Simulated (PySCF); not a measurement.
**B₂FH₃S: spin-spin couplings and electronic excitations at several levels of theory**

Aim: compute the spin-spin couplings and electronic excitations of B₂FH₃S (`BSBF`) at several levels, and see how far they spread and what each costs.

The runs use PySCF 2.14.0, with density-fitted response routines of our own; the level of theory stands in each step. All values are computed, except where a source is named. Atoms are numbered from 0 throughout.

### Step 1. The molecule as given

7 atoms, charge 0, multiplicity 1; geometry from: PBE0-D3(BJ)/def2-SVP.

Bonds of the start (Å): B0–S1 1.79, S1–B2 1.82, B2–F3 1.31, B0–H4 1.20, B0–H5 1.20, B2–H6 1.20.

### Step 2. J couplings: B3LYP/def2-TZVP

Job settings and geometry (Å):

```
{"job": {"kind": "j", "xc": "B3LYP", "basis": "def2-TZVP"}, "charge": 0, "multiplicity": 1}
B      1.247582     0.558862     0.097725
S      0.173173    -0.182853     1.324049
B     -1.383119    -0.305894     0.380589
F     -2.414029    -0.868012     0.972236
H      0.828480     0.835519    -0.995703
H      2.387671     0.757220     0.429437
H     -1.491130     0.103539    -0.747466
```

With the program's defaults for keys left out, this is: B3LYP/def2-TZVP indirect spin-spin coupling, non-relativistic, gas phase.

On the command line:

```sh
OMP_NUM_THREADS=1 python probes_run.py task.json out
```

The driver reads the jobs from task.json and runs them one after another.

Log:

```text
coarse grid: 6744 points
cycle   1  E = -549.6867704368  dE =  2.100e-01  |g| = 4.786e-01  |ddm| = 1.951e+00
cycle   2  E = -549.6247967223  dE =  6.197e-02  |g| = 8.218e-01  |ddm| = 5.949e-01
cycle   3  E = -549.7241651689  dE = -9.937e-02  |g| = 4.720e-02  |ddm| = 3.517e-01
cycle   4  E = -549.7245660376  dE = -4.009e-04  |g| = 2.792e-02  |ddm| = 6.283e-02
cycle   5  E = -549.7247594709  dE = -1.934e-04  |g| = 4.623e-03  |ddm| = 2.398e-02
cycle   6  E = -549.7247649433  dE = -5.472e-06  |g| = 1.950e-03  |ddm| = 4.938e-03
final grid: 61888 points
cycle   7  E = -549.7225248961  dE = -5.648e-05  |g| = 3.502e-03  |ddm| = 3.765e-02
cycle   8  E = -549.7225225005  dE =  2.396e-06  |g| = 4.386e-03  |ddm| = 4.998e-03
cycle   9  E = -549.7225275939  dE = -5.093e-06  |g| = 5.478e-04  |ddm| = 3.061e-03
cycle  10  E = -549.7225276462  dE = -5.223e-08  |g| = 1.921e-04  |ddm| = 3.386e-04
cycle  11  E = -549.7225276526  dE = -6.433e-09  |g| = 6.392e-05  |ddm| = 1.414e-04
cycle  12  E = -549.7225276534  dE = -8.181e-10  |g| = 1.323e-05  |ddm| = 4.359e-05
converged SCF energy = -549.7225276534

Indirect spin-spin couplings (Hz)
  i      j    bonds     total        FC       PSO       DSO        SD
  0 B    1 S    1     -6.473    -0.599    -6.073     0.019     0.179
  0 B    2 B    2      0.209     0.424    -0.252     0.005     0.032
  0 B    3 F    3     13.911    12.779     0.575    -0.433     0.989
  0 B    4 H    1    156.857   157.124    -1.244     0.512     0.465
  0 B    5 H    1    149.543   149.745    -1.153     0.477     0.475
  0 B    6 H    3      4.820     4.997    -0.264     0.109    -0.022
  1 S    2 B    1     -3.555     0.442    -4.269     0.045     0.226
  1 S    3 F    2     -3.113    14.216   -17.951    -0.044     0.667
  1 S    4 H    2     -1.597    -0.247    -1.192    -0.067    -0.091
  1 S    5 H    2     10.573    11.773    -1.109    -0.057    -0.035
  1 S    6 H    2      4.369     5.244    -0.743    -0.060    -0.072
  2 B    3 F    1   -183.314  -120.004   -60.987     0.507    -2.830
  2 B    4 H    3     11.892    11.978    -0.364     0.293    -0.015
  2 B    5 H    3     12.673    13.017     0.097    -0.394    -0.047
  2 B    6 H    1    194.180   193.828    -1.233     1.108     0.478
  3 F    4 H    4     -0.312     0.419     0.039    -0.827     0.057
  3 F    5 H    4     10.524    11.777     0.171    -1.211    -0.213
  3 F    6 H    2     63.316    69.512    -5.499    -1.393     0.695
  4 H    5 H    2      6.055     6.422     1.333    -1.935     0.235
  4 H    6 H    4      0.331    -0.085    -1.066     1.484    -0.002
  5 H    6 H    4     -0.423    -0.076     0.607    -0.943    -0.010
```

Run time: 15 s. Hardware: 1 thread of Arm Neoverse V1, shared host; peak memory 0.6 GiB.

This basis has no tight s functions, so the Fermi-contact terms are rough.

Couplings of 1 Hz or more over one to four bonds, nine at most for each number, with means over like pairs (isotopes 11B, 19F, 1H, 33S):

```tsv
pair	bonds	J (Hz)	Fermi contact (Hz)	dihedral (°)
B2–H6	1	194.2	193.8	–
B2–F3	1	-183.3	-120.0	–
B0–H4	1	153.2	153.4	–
B0–S1	1	-6.5	-0.6	–
S1–B2	1	-3.6	0.4	–
F3–H6	2	63.3	69.5	–
H4–H5	2	6.1	6.4	–
S1–H4	2	4.5	5.8	–
S1–H6	2	4.4	5.2	–
S1–F3	2	-3.1	14.2	–
B0–F3	3	13.9	12.8	178
B2–H4	3	12.3	12.5	–
B0–H6	3	4.8	5.0	-2
F3–H4	4	5.1	6.1	–
```

Means hide unlike values in this fixed geometry: S1–H4 from -1.6 to 10.6 Hz; F3–H4 from -0.3 to 10.5 Hz. They hold only if the pairs exchange fast.

Quadrupole couplings from the field gradients of the same density:

```tsv
atom	isotope	eQq/h (MHz)	η
S1	33S	-12.5	0.85
B0	11B	4.984	0.37
B2	11B	3.914	0.45
```

### Step 3. Spin-spin couplings: B3LYP/cc-pVTZ

The job, as its differences from that of step 2:

```diff
@@ -1,2 +1,2 @@
-{"job": {"kind": "j", "xc": "B3LYP", "basis": "def2-TZVP"}, "charge": 0, "multiplicity": 1}
+{"job": {"kind": "j", "xc": "B3LYP", "basis": "cc-pVTZ"}, "charge": 0, "multiplicity": 1}
 B      1.247582     0.558862     0.097725
```

Method: B3LYP/cc-pVTZ indirect spin-spin coupling, non-relativistic, gas phase.

Log:

```text
coarse grid: 6744 points
cycle   1  E = -549.6793040994  dE =  2.104e-01  |g| = 4.783e-01  |ddm| = 5.428e+00
cycle   2  E = -549.6182950299  dE =  6.101e-02  |g| = 8.220e-01  |ddm| = 1.424e+00
cycle   3  E = -549.7165190079  dE = -9.822e-02  |g| = 4.585e-02  |ddm| = 8.265e-01
cycle   4  E = -549.7169098231  dE = -3.908e-04  |g| = 2.568e-02  |ddm| = 1.167e-01
cycle   5  E = -549.7170817535  dE = -1.719e-04  |g| = 4.845e-03  |ddm| = 4.402e-02
cycle   6  E = -549.7170886713  dE = -6.918e-06  |g| = 1.535e-03  |ddm| = 9.996e-03
final grid: 61888 points
cycle   7  E = -549.7211731503  dE = -6.108e-05  |g| = 2.485e-03  |ddm| = 6.242e-02
cycle   8  E = -549.7211721900  dE =  9.602e-07  |g| = 2.786e-03  |ddm| = 8.414e-03
cycle   9  E = -549.7211746819  dE = -2.492e-06  |g| = 4.127e-04  |ddm| = 5.249e-03
cycle  10  E = -549.7211747357  dE = -5.388e-08  |g| = 1.098e-04  |ddm| = 7.889e-04
cycle  11  E = -549.7211747392  dE = -3.484e-09  |g| = 3.773e-05  |ddm| = 1.873e-04
cycle  12  E = -549.7211747396  dE = -3.803e-10  |g| = 8.824e-06  |ddm| = 6.808e-05
converged SCF energy = -549.7211747396

Indirect spin-spin couplings (Hz)
  i      j    bonds     total        FC       PSO       DSO        SD
  0 B    1 S    1     -6.992    -1.382    -5.810     0.020     0.180
  0 B    2 B    2      0.387     0.613    -0.262     0.005     0.031
  0 B    3 F    3     11.883    10.830     0.520    -0.433     0.966
  0 B    4 H    1    159.855   159.777    -1.093     0.492     0.680
  0 B    5 H    1    154.389   154.246    -0.989     0.456     0.676
  0 B    6 H    3      3.995     4.164    -0.257     0.109    -0.020
  1 S    2 B    1     -4.289    -0.469    -4.094     0.045     0.229
  1 S    3 F    2     -5.333    10.830   -16.711    -0.044     0.592
  1 S    4 H    2     -1.467    -0.166    -1.149    -0.067    -0.085
  1 S    5 H    2     10.927    12.019    -1.001    -0.057    -0.034
  1 S    6 H    2      4.530     5.382    -0.723    -0.060    -0.069
  2 B    3 F    1   -224.886  -160.008   -62.900     0.508    -2.486
  2 B    4 H    3     10.237    10.322    -0.362     0.290    -0.013
  2 B    5 H    3     11.833    12.208     0.070    -0.396    -0.049
  2 B    6 H    1    196.463   195.776    -1.105     1.084     0.708
  3 F    4 H    4     -0.515     0.232     0.037    -0.829     0.045
  3 F    5 H    4     10.909    12.269     0.086    -1.214    -0.232
  3 F    6 H    2     56.983    63.042    -5.365    -1.407     0.713
  4 H    5 H    2      6.047     6.166     1.608    -1.961     0.234
  4 H    6 H    4      0.252    -0.155    -1.073     1.487    -0.007
  5 H    6 H    4     -0.416    -0.096     0.634    -0.948    -0.006
```

Wall time 17 s (1 thread of Arm Neoverse V1, shared host); peak memory 0.66 GiB.

This basis has no tight s functions, so the Fermi-contact terms are rough.

In short: J(B2,F3) -224.9 Hz, J(B2,H6) 196.5 Hz, J(B0,H4) 157.1 Hz (means over like pairs).

### Step 4. J couplings: B3LYP/6-31G*

The job, as its differences from that of step 3:

```diff
@@ -1,2 +1,2 @@
-{"job": {"kind": "j", "xc": "B3LYP", "basis": "cc-pVTZ"}, "charge": 0, "multiplicity": 1}
+{"job": {"kind": "j", "xc": "B3LYP", "basis": "6-31G*"}, "charge": 0, "multiplicity": 1}
 B      1.247582     0.558862     0.097725
```

Level: B3LYP/6-31G* indirect spin-spin coupling, non-relativistic, gas phase.

Log:

```text
coarse grid: 6744 points
cycle   1  E = -549.6076878619  dE =  2.110e-01  |g| = 4.816e-01  |ddm| = 2.479e+00
cycle   2  E = -549.5412423383  dE =  6.645e-02  |g| = 8.130e-01  |ddm| = 9.520e-01
cycle   3  E = -549.6486191513  dE = -1.074e-01  |g| = 4.425e-02  |ddm| = 6.080e-01
cycle   4  E = -549.6490473714  dE = -4.282e-04  |g| = 2.139e-02  |ddm| = 8.451e-02
cycle   5  E = -549.6491935326  dE = -1.462e-04  |g| = 4.062e-03  |ddm| = 3.325e-02
cycle   6  E = -549.6491989508  dE = -5.418e-06  |g| = 9.018e-04  |ddm| = 6.636e-03
final grid: 61888 points
cycle   7  E = -549.6189390315  dE = -1.356e-05  |g| = 9.794e-04  |ddm| = 1.141e-02
cycle   8  E = -549.6189391152  dE = -8.367e-08  |g| = 8.635e-04  |ddm| = 2.656e-03
cycle   9  E = -549.6189393293  dE = -2.141e-07  |g| = 2.347e-04  |ddm| = 1.348e-03
cycle  10  E = -549.6189393430  dE = -1.364e-08  |g| = 5.894e-05  |ddm| = 3.079e-04
cycle  11  E = -549.6189393435  dE = -5.372e-10  |g| = 2.639e-05  |ddm| = 7.582e-05
converged SCF energy = -549.6189393435

Indirect spin-spin couplings (Hz)
  i      j    bonds     total        FC       PSO       DSO        SD
  0 B    1 S    1     -4.664     0.442    -5.340     0.020     0.214
  0 B    2 B    2     -0.681    -0.476    -0.230     0.006     0.019
  0 B    3 F    3     13.901    13.232     0.280    -0.421     0.810
  0 B    4 H    1    171.526   171.723    -1.308     0.557     0.554
  0 B    5 H    1    165.184   165.329    -1.212     0.523     0.545
  0 B    6 H    3      3.495     3.631    -0.228     0.111    -0.019
  1 S    2 B    1     -2.733     0.716    -3.740     0.046     0.246
  1 S    3 F    2     -0.685    15.218   -16.539    -0.039     0.675
  1 S    4 H    2     -1.814    -0.556    -1.113    -0.065    -0.081
  1 S    5 H    2      8.506     9.601    -1.011    -0.055    -0.029
  1 S    6 H    2      3.896     4.697    -0.685    -0.058    -0.059
  2 B    3 F    1    -78.361   -22.535   -53.846     0.642    -2.621
  2 B    4 H    3      9.826     9.836    -0.294     0.294    -0.010
  2 B    5 H    3     11.136    11.559     0.008    -0.390    -0.041
  2 B    6 H    1    207.109   206.598    -1.179     1.151     0.539
  3 F    4 H    4     -0.999     0.126    -0.356    -0.792     0.023
  3 F    5 H    4      9.165    10.693    -0.205    -1.186    -0.137
  3 F    6 H    2     51.153    58.237    -6.480    -1.253     0.649
  4 H    5 H    2      4.353     5.254     0.810    -1.865     0.154
  4 H    6 H    4      0.675    -0.046    -0.749     1.474    -0.005
  5 H    6 H    4     -0.586    -0.028     0.376    -0.930    -0.003
```

It took 5.3 s on 1 thread of Arm Neoverse V1, shared host; peak memory 0.45 GiB.

The basis is not made for couplings: without tight functions at the nuclei these values are rough.

In short: J(B2,H6) 207.1 Hz, J(B0,H4) 168.4 Hz, J(B2,F3) -78.4 Hz (means over like pairs).

### Step 5. TDDFT and polarisability: HF/def2-SVPD

The job, as its differences from that of step 4:

```diff
@@ -1,2 +1,2 @@
-{"job": {"kind": "j", "xc": "B3LYP", "basis": "6-31G*"}, "charge": 0, "multiplicity": 1}
+{"job": {"kind": "uv", "xc": "HF", "basis": "def2-SVPD", "ip": true}, "charge": 0, "multiplicity": 1}
 B      1.247582     0.558862     0.097725
```

Level: TDDFT HF/def2-SVPD, vertical, gas phase, core orbitals frozen in the response.

Log:

```text
final grid: 61888 points
cycle   1  E = -547.8607661156  dE =  3.393e-01  |g| = 5.043e-01  |ddm| = 2.688e+00
cycle   2  E = -547.9258169606  dE = -6.505e-02  |g| = 2.600e-01  |ddm| = 7.472e-01
cycle   3  E = -547.9394411498  dE = -1.362e-02  |g| = 5.683e-02  |ddm| = 2.814e-01
cycle   4  E = -547.9406417761  dE = -1.201e-03  |g| = 1.426e-02  |ddm| = 1.254e-01
cycle   5  E = -547.9407391243  dE = -9.735e-05  |g| = 3.491e-03  |ddm| = 3.068e-02
cycle   6  E = -547.9407487565  dE = -9.632e-06  |g| = 1.157e-03  |ddm| = 9.885e-03
cycle   7  E = -547.9407500068  dE = -1.250e-06  |g| = 2.967e-04  |ddm| = 3.541e-03
cycle   8  E = -547.9407501043  dE = -9.752e-08  |g| = 8.564e-05  |ddm| = 9.693e-04
cycle   9  E = -547.9407501110  dE = -6.665e-09  |g| = 2.133e-05  |ddm| = 2.644e-04
cycle  10  E = -547.9407501115  dE = -4.816e-10  |g| = 5.708e-06  |ddm| = 6.466e-05
converged SCF energy = -547.9407501115

Static polarisability (au): isotropic 46.357, principal 36.014 46.804 56.254

Singlet excitations
state   eV       nm        f      main configurations
  1   6.6314    187.0   0.00044   H-1->L 0.75, H-3->L 0.11
  2   7.0692    175.4   0.17805   H->L 0.87
  3   7.3547    168.6   0.00215   H-2->L 0.74, H-3->L 0.10
  4   7.4760    165.8   0.00283   H-1->L+3 0.41, H-1->L+5 0.14, H-3->L 0.12
  5   8.1241    152.6   0.08824   H->L+3 0.58, H->L+5 0.23
  6   8.8545    140.0   0.10117   H->L+1 0.39, H->L+4 0.10, H->L+9 0.10
  7   8.9000    139.3   0.05094   H->L+2 0.20, H->L+1 0.17, H->L+9 0.13
  8   9.0388    137.2   0.04121   H-3->L 0.40, H-1->L+3 0.12, H-1->L 0.10
  9   9.4962    130.6   0.06613   H-1->L+1 0.64, H-1->L+4 0.16, H-1->L+7 0.11
 10   9.6513    128.5   0.00031   H-2->L+3 0.36, H-3->L+3 0.12, H-2->L+5 0.11

Triplet excitations (Tamm-Dancoff, eV): 5.7265 5.9246 6.4966 6.6258
Vertical ionisation energy (delta-SCF) = 10.0931 eV
```

Wall time 4.5 s (1 thread of Arm Neoverse V1, shared host); peak memory 0.45 GiB.

The orbitals next to the gap, with their largest atomic shares:

```tsv
orbital	eV	atoms
HOMO−3	-14.22	B0 30 %, H4 18 %, B2 14 %
HOMO−2	-13.63	S1 34 %, B0 32 %, H5 18 %
HOMO−1	-12.02	S1 56 %, B2 14 %, B0 13 %
HOMO	-11.47	S1 71 %, B0 14 %, B2 11 %
LUMO	1.66	B0 45 %, S1 24 %, H5 10 %
LUMO+1	1.92	B0 45 %, B2 34 %, S1 9 %
LUMO+2	2.38	B2 32 %, S1 31 %, B0 19 %
```

With each of the 10 states as a Gaussian band of 0.4 eV half-width at 1/e, the curve within the window shown has maxima at 176 nm (ε 7,300), 152 nm (ε 3,800), 139 nm (ε 8,000) L/(mol cm). Beyond the last state computed it falls off for lack of states. The curve at chosen wavelengths:

(nm, ε (L/mol/cm)): (125, 754), (128, 2149), (131, 3690), (135, 5972), (138, 7727), (141, 7603), (144, 5683), (147, 4127), (151, 3846), (154, 3666), (157, 2886), (160, 2062), (163, 1953), (167, 3411), (170, 5247), (173, 6799), (176, 7305), (179, 6579), (183, 4466), (186, 2829), (189, 1579), (192, 788), (195, 356), (199, 108), (202, 41), (205, 15)

Ground-state properties from the same run:

```tsv
property	computed
dipole moment (D)	1.38
polarisability (Å³)	6.87
HOMO–LUMO gap (eV)	13.13
−ε(HOMO) (eV)	11.47
```

### Step 6. TDDFT and polarisability: LDA/def2-SVPD

The job, as its differences from that of step 5:

```diff
@@ -1,2 +1,2 @@
-{"job": {"kind": "uv", "xc": "HF", "basis": "def2-SVPD", "ip": true}, "charge": 0, "multiplicity": 1}
+{"job": {"kind": "uv", "xc": "LDA", "basis": "def2-SVPD", "ip": true}, "charge": 0, "multiplicity": 1}
 B      1.247582     0.558862     0.097725
```

Method: TDDFT LDA/def2-SVPD, vertical, gas phase, core orbitals frozen in the response.

Log:

```text
coarse grid: 6744 points
cycle   1  E = -546.7171732402  dE =  1.553e-01  |g| = 3.617e-01  |ddm| = 3.290e+00
cycle   2  E = -546.6480497935  dE =  6.912e-02  |g| = 7.544e-01  |ddm| = 9.972e-01
cycle   3  E = -546.7431169337  dE = -9.507e-02  |g| = 7.845e-02  |ddm| = 5.777e-01
cycle   4  E = -546.7446133576  dE = -1.496e-03  |g| = 3.111e-02  |ddm| = 1.428e-01
cycle   5  E = -546.7448728579  dE = -2.595e-04  |g| = 1.197e-02  |ddm| = 4.982e-02
cycle   6  E = -546.7449230188  dE = -5.016e-05  |g| = 2.333e-03  |ddm| = 1.717e-02
cycle   7  E = -546.7449245806  dE = -1.562e-06  |g| = 8.153e-04  |ddm| = 4.137e-03
final grid: 61888 points
cycle   8  E = -546.8015624229  dE = -3.328e-05  |g| = 2.783e-03  |ddm| = 4.669e-02
cycle   9  E = -546.8015585998  dE =  3.823e-06  |g| = 5.444e-03  |ddm| = 7.996e-03
cycle  10  E = -546.8015640470  dE = -5.447e-06  |g| = 4.607e-04  |ddm| = 4.657e-03
cycle  11  E = -546.8015640903  dE = -4.338e-08  |g| = 2.030e-04  |ddm| = 1.046e-03
cycle  12  E = -546.8015641037  dE = -1.332e-08  |g| = 4.978e-05  |ddm| = 3.414e-04
cycle  13  E = -546.8015641044  dE = -6.926e-10  |g| = 1.244e-05  |ddm| = 8.629e-05
converged SCF energy = -546.8015641044

Static polarisability (au): isotropic 53.252, principal 38.655 52.654 68.447

Singlet excitations
state   eV       nm        f      main configurations
  1   4.5219    274.2   0.00032   H->L 0.99
  2   5.6232    220.5   0.15984   H-1->L 0.91
  3   5.6526    219.3   0.00720   H-2->L 0.55, H->L+1 0.31, H-3->L 0.11
  4   5.7958    213.9   0.00213   H-3->L 0.41, H-2->L 0.37, H->L+1 0.21
  5   5.9249    209.3   0.00130   H-3->L 0.47, H->L+1 0.47
  6   6.8441    181.2   0.00470   H-2->L+1 0.88
  7   6.8851    180.1   0.05957   H-1->L+1 0.85
  8   6.9524    178.3   0.00193   H-3->L+1 0.92
  9   7.7676    159.6   0.00700   H->L+2 0.91, H->L+3 0.08
 10   8.0321    154.4   0.02895   H->L+3 0.84

Triplet excitations (Tamm-Dancoff, eV): 4.2980 4.4912 5.2868 5.3907
Vertical ionisation energy (delta-SCF) = 10.8898 eV
Vertical electron affinity (delta-SCF) = 0.4430 eV
```

Run time: 35 s. Hardware: 1 thread of Arm Neoverse V1, shared host; peak memory 0.45 GiB.

In short: HOMO -7.70 eV, LUMO -3.27 eV; lowest singlet 4.52 eV.

### Step 7. Excited states and response: PBE/def2-SVPD

The job, as its differences from that of step 6:

```diff
@@ -1,2 +1,2 @@
-{"job": {"kind": "uv", "xc": "LDA", "basis": "def2-SVPD", "ip": true}, "charge": 0, "multiplicity": 1}
+{"job": {"kind": "uv", "xc": "PBE", "basis": "def2-SVPD", "ip": true}, "charge": 0, "multiplicity": 1}
 B      1.247582     0.558862     0.097725
```

Method: TDDFT PBE/def2-SVPD, vertical, gas phase, core orbitals frozen in the response.

Log:

```text
coarse grid: 6744 points
cycle   1  E = -548.9263946797  dE =  1.629e-01  |g| = 3.868e-01  |ddm| = 3.321e+00
cycle   2  E = -548.8448984958  dE =  8.150e-02  |g| = 8.095e-01  |ddm| = 1.023e+00
cycle   3  E = -548.9549600100  dE = -1.101e-01  |g| = 7.608e-02  |ddm| = 6.121e-01
cycle   4  E = -548.9563951566  dE = -1.435e-03  |g| = 3.107e-02  |ddm| = 1.367e-01
cycle   5  E = -548.9566777518  dE = -2.826e-04  |g| = 1.129e-02  |ddm| = 5.020e-02
cycle   6  E = -548.9567213251  dE = -4.357e-05  |g| = 2.437e-03  |ddm| = 1.672e-02
cycle   7  E = -548.9567231734  dE = -1.848e-06  |g| = 6.891e-04  |ddm| = 4.309e-03
final grid: 61888 points
cycle   8  E = -549.0318193171  dE = -4.396e-05  |g| = 6.602e-03  |ddm| = 6.296e-02
cycle   9  E = -549.0317955287  dE =  2.379e-05  |g| = 1.061e-02  |ddm| = 2.341e-02
cycle  10  E = -549.0318318223  dE = -3.629e-05  |g| = 1.232e-03  |ddm| = 1.504e-02
cycle  11  E = -549.0318324321  dE = -6.098e-07  |g| = 2.879e-04  |ddm| = 2.456e-03
cycle  12  E = -549.0318324575  dE = -2.540e-08  |g| = 8.542e-05  |ddm| = 4.575e-04
cycle  13  E = -549.0318324603  dE = -2.767e-09  |g| = 1.047e-05  |ddm| = 1.348e-04
cycle  14  E = -549.0318324603  dE = -2.603e-11  |g| = 7.845e-06  |ddm| = 2.165e-05
converged SCF energy = -549.0318324603

Static polarisability (au): isotropic 52.608, principal 38.208 52.075 67.542

Singlet excitations
state   eV       nm        f      main configurations
  1   4.6951    264.1   0.00032   H->L 0.99
  2   5.6609    219.0   0.16512   H-1->L 0.94
  3   5.8435    212.2   0.00106   H->L+1 0.40, H-2->L 0.36, H-3->L 0.23
  4   5.9577    208.1   0.00109   H-2->L 0.53, H-3->L 0.43
  5   6.0665    204.4   0.00089   H->L+1 0.55, H-3->L 0.34, H-2->L 0.10
  6   6.9040    179.6   0.06200   H-1->L+1 0.91
  7   7.0429    176.0   0.00170   H-2->L+1 0.61, H-3->L+1 0.37
  8   7.0848    175.0   0.00072   H-3->L+1 0.61, H-2->L+1 0.37
  9   7.7036    160.9   0.00603   H->L+2 0.95
 10   7.9579    155.8   0.05514   H-1->L+2 0.99

Triplet excitations (Tamm-Dancoff, eV): 4.4021 4.4475 5.3590 5.4146
Vertical ionisation energy (delta-SCF) = 10.7892 eV
Vertical electron affinity (delta-SCF) = 0.3002 eV
```

Wall time 49 s (1 thread of Arm Neoverse V1, shared host); peak memory 0.45 GiB.

In short: HOMO -7.63 eV, LUMO -3.00 eV; lowest singlet 4.70 eV.

(Part 1 of 2 ends here.)
